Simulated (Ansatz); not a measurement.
# VN2: convergence and cost

One table from this session's results is given with a row withheld; the runs are named, their logs left out.

Program: Ansatz 0.2.0. Level of theory: DFT PBEsol, scalar-relativistic, plane waves, PAW for the base; runs at other levels say so in their headings and inputs, unless a step's input says otherwise. These are calculated values, not measurements.

1 further run of the same task is left out (set aside as unsound or not needed).

## The system as given

The structure is tetragonal, space group I4/mcm (No. 140). Conventional cell: a = 4.301 Å, b = 4.301 Å, c = 4.983 Å, α = 90.00°, β = 90.00°, γ = 90.00°. V (site symmetry 422) has 8 N at 2.13 Å as nearest neighbours. N (site symmetry m2m) has 1 N at 1.40 Å as nearest neighbours.

As a file:

```
V N
1.0
    -2.15075    2.15075    2.49135
     2.15075   -2.15075    2.49135
     2.15075    2.15075   -2.49135
V N
2 4
Direct
  0.25000 0.25000 0.00000
  0.75000 0.75000 0.00000
  0.11510 0.61510 0.73020
  0.61510 0.88490 0.50000
  0.88490 0.38490 0.26980
  0.38490 0.11510 0.50000
```

The structure comes from the Crystallography Open Database; it is used as listed.

## The base input

Contents of input.yaml:

```yaml
crystal:
  lattice:
    - [-2.15075, 2.15075, 2.49135]
    - [2.15075, -2.15075, 2.49135]
    - [2.15075, 2.15075, -2.49135]
  atoms:
    - { symbol: V, position: [0.25, 0.25, 0.0] }
    - { symbol: V, position: [0.75, 0.75, 0.0] }
    - { symbol: "N", position: [0.1151, 0.6151, 0.7302] }
    - { symbol: "N", position: [0.6151, 0.8849, 0.5] }
    - { symbol: "N", position: [0.8849, 0.3849, 0.2698] }
    - { symbol: "N", position: [0.3849, 0.1151, 0.5] }
basis:
  ecutwfc: 420
kpoints:
  mp_grid: { grid: [12, 12, 12] }
hamiltonian:
  xc: pbesol
scf:
  occupations: { method: gaussian, width: 0.1 }
output:
  forces: true
  stress: true
  eigenvalues: true
  populations: true
  write_density: true
  write_potential: true
  elf: true
  volumetric_format: npy
```

Its results, from an earlier run: -1214.6234 eV/atom at zero smearing, pressure -11.60 GPa, largest force 0.460 eV/Å, no gap on the mesh, in 6 SCF cycles and 12 s.

The first run:

Contents of input.yaml:

```yaml
crystal:
  lattice:
    - [-2.15075, 2.15075, 2.49135]
    - [2.15075, -2.15075, 2.49135]
    - [2.15075, 2.15075, -2.49135]
  atoms:
    - { symbol: V, position: [0.25, 0.25, 0.0] }
    - { symbol: V, position: [0.75, 0.75, 0.0] }
    - { symbol: "N", position: [0.1151, 0.6151, 0.7302] }
    - { symbol: "N", position: [0.6151, 0.8849, 0.5] }
    - { symbol: "N", position: [0.8849, 0.3849, 0.2698] }
    - { symbol: "N", position: [0.3849, 0.1151, 0.5] }
basis:
  ecutwfc: 420
kpoints:
  mp_grid: { grid: [12, 12, 12] }
hamiltonian:
  xc: lda
scf:
  occupations: { method: gaussian, width: 0.1 }
output:
  forces: true
  stress: true
  eigenvalues: true
relax:
  adjacent_minimum: "off"
  f_tol: 0.01
  max_steps: 60
  cell: { stress_tol: 0.05 }
```

The run is started by

```console
ansatz run input.yaml --threads 1 --pin off --max-ram 2560MiB --backend cpu --events-out ev --progress --plain --runs-dir out
```

Among the steps run: Relaxing with functional LDA; Relaxation, functional: PBEsol; Relaxation, functional: PBE; Relaxing with functional r2SCAN.

One table of the session follows, with a row left open; its other results are not shown here.

It belongs to the step «The sweep of the functional of a full relaxation side by side». 

```
functional  a (Å)  c (Å)  volume (Å³/atom)
       LDA  4.229  4.869              7.26
    PBEsol  4.261  4.911              7.43
       PBE  4.307  4.968              7.68
    r2SCAN      ?      ?                 ?
```

Q: Estimate the row for r2SCAN from the others.

The run gave: a (Å): 4.293; c (Å): 4.914; volume (Å³/atom): 7.55. In the column «a (Å)» it lies between PBEsol (4.261) and PBE (4.307).

Caveats from the session: The reported cell holds thermal expansion and zero-point motion, which these runs lack, so a slightly small volume is expected.
